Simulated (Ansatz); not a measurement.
# CaMg: the cost of one run

Program: Ansatz 0.2.0, driven from Python. Level of theory: DFT PBEsol, plane waves, PAW. These are calculated values, not measurements.

### Step 1. The structure

Symmetry: Pmmn, No. 59, orthorhombic system. Conventional cell: a = 3.693 Å, b = 5.810 Å, c = 5.989 Å, α = 90.00°, β = 90.00°, γ = 90.00°. Ca (site symmetry mm2) has 6 Mg at 3.48 to 3.56 Å and 6 Ca at 3.62 to 3.69 Å as nearest neighbours. Mg (site symmetry mm2) has 6 Ca at 3.48 to 3.56 Å and 6 Mg at 3.59 to 3.69 Å as nearest neighbours.

No structure file is read: the coordinates are typed or built in the script.

### Step 2. Script

Contents of eos.py:

```python
import ansatz as az
from ase.eos import EquationOfState
from ase.units import GPa
import numpy as np

vectors0 = np.array([
    [3.69264, 0.0, 0.0],
    [0.0, 5.80957, 0.0],
    [0.0, 0.0, 5.9893],
])
sites = [
    ('Ca', (0.0, 0.0, 0.09322)),
    ('Ca', (0.5, 0.5, 0.90678)),
    ('Mg', (0.5, 0.0, 0.58497)),
    ('Mg', (0.0, 0.5, 0.41503)),
]


def build(cell):
    crystal = az.Crystal(lattice=az.Lattice.of(cell))
    for symbol, position in sites:
        crystal = crystal.atom(symbol, position)
    return crystal

volumes, energies = [], []
for scale in np.linspace(0.88, 1.12, 7):
    cell = vectors0 * scale ** (1 / 3)
    base = build(cell).calculation()
    base = base.functional('pbesol')
    base = base.occupations('Marzari-Vanderbilt', width=0.05).basis(500)
    base = base.kpoints(6, 4, 4)
    r = base.run(threads=1, backend='cpu').report
    volumes.append(abs(np.linalg.det(cell)) / len(sites))
    energies.append(r['free_energy_ev'] / len(sites))
    print(f'V = {volumes[-1]:8.4f} A^3/atom  F = {energies[-1]:.5f} eV/atom')

eos = EquationOfState(volumes, energies, eos='birchmurnaghan')
v0, e0, bulk = eos.fit()
print(f'V0 = {v0:.4f} A^3/atom, E0 = {e0:.5f} eV/atom, B = {bulk / GPa:.1f} GPa')
```

### Step 3. What the engine is handed

The engine receives this input (first run):

```yaml
crystal:
  lattice:
    - [3.5385977241968636, 0.0, 0.0]
    - [0.0, 5.567217811799248, 0.0]
    - [0.0, 0.0, 5.739450189981227]
  atoms:
    - { symbol: Ca, position: [0.0, 0.0, 0.09322] }
    - { symbol: Ca, position: [0.5, 0.5, 0.90678] }
    - { symbol: Mg, position: [0.5, 0.0, 0.58497] }
    - { symbol: Mg, position: [0.0, 0.5, 0.41503] }
basis:
  ecutwfc: 500.0
kpoints:
  mp_grid:
    grid: [6, 4, 4]
hamiltonian:
  xc: pbesol
scf:
  occupations:
    method: cold
    width: 0.05
```

### Step 4. Launch

Command:

```
python eos.py
```

**Question.** How long does this script take on 1 thread of Arm Neoverse V2, shared host, and how much memory does it need?

About 46 s, with a peak of 0.49 GiB.
